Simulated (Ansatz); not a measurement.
# Sn (hcp type): the cost of one run

Program: Ansatz 0.2.0. Level of theory: DFT PBEsol, with the methods named in each step. These are calculated values, not measurements.

**1. The structure to begin with**

The structure is hexagonal, space group P6_3/mmc (No. 194). The conventional cell has a = 3.368 Å, b = 3.368 Å, c = 5.345 Å, α = 90.00°, β = 90.00°, γ = 120.00°. Sn (site symmetry -6m2) has 12 Sn at 3.31 to 3.37 Å in its first shell of neighbours.

Coordinates:

```cif
data_structure
_symmetry_space_group_name_H-M 'P 1'
_symmetry_Int_Tables_number 1
_cell_length_a 3.3682
_cell_length_b 3.3682
_cell_length_c 5.3447
_cell_angle_alpha 90.000
_cell_angle_beta 90.000
_cell_angle_gamma 120.000
_cell_volume 52.51
loop_
_atom_site_label
_atom_site_type_symbol
_atom_site_fract_x
_atom_site_fract_y
_atom_site_fract_z
_atom_site_occupancy
Sn1 Sn 0.33333 0.66667 0.25000 1
Sn2 Sn 0.66667 0.33333 0.75000 1
```

Whether this phase is the stable one at these pressures isn't tested.

Atoms are numbered in the order of the input: Sn1, Sn2.

**2. The reference volume, LAPW**

Input file input.yaml:

```yaml
crystal:
  lattice:
    - [3.3682307965, 0.0, 0.0]
    - [-1.6841153983, 2.9169734356, 0.0]
    - [0.0, 0.0, 5.3447185802]
  atoms:
    - { symbol: Sn, position: [0.3333333333, 0.6666666667, 0.25] }
    - { symbol: Sn, position: [0.6666666667, 0.3333333333, 0.75] }
kpoints:
  mp_grid: { grid: [13, 13, 7] }
  band_path:
    path:
      - [0.0, 0.0, 0.0]
      - [0.5, 0.0, 0.0]
      - [0.3333333333, 0.3333333333, 0.0]
      - [0.0, 0.0, 0.0]
      - [0.0, 0.0, 0.5]
      - [0.5, 0.0, 0.5]
      - [0.3333333333, 0.3333333333, 0.5]
      - [0.0, 0.0, 0.5]
      - [0.5, 0.0, 0.5]
    npoints: 14
scf:
  occupations: { method: fermi_dirac, width: 0.1 }
hamiltonian:
  xc: pbesol
  pseudopotentials: { kind: all_electron, lapw: { basis_error: 0.001 } }
output:
  forces: true
  stress: true
  eigenvalues: true
  populations: true
  dos: { projected: true, de: 0.2, e_range: [-14, 8] }
```

Run with:

```
$ ansatz run input.yaml --threads 1 --pin off --max-ram 2048MiB --backend cpu --events-out ev --progress --plain --runs-dir out
```

What time and memory should one allow on 1 thread of Arm Neoverse V1, shared host?

About 32 s, with a peak of 0.35 GiB.
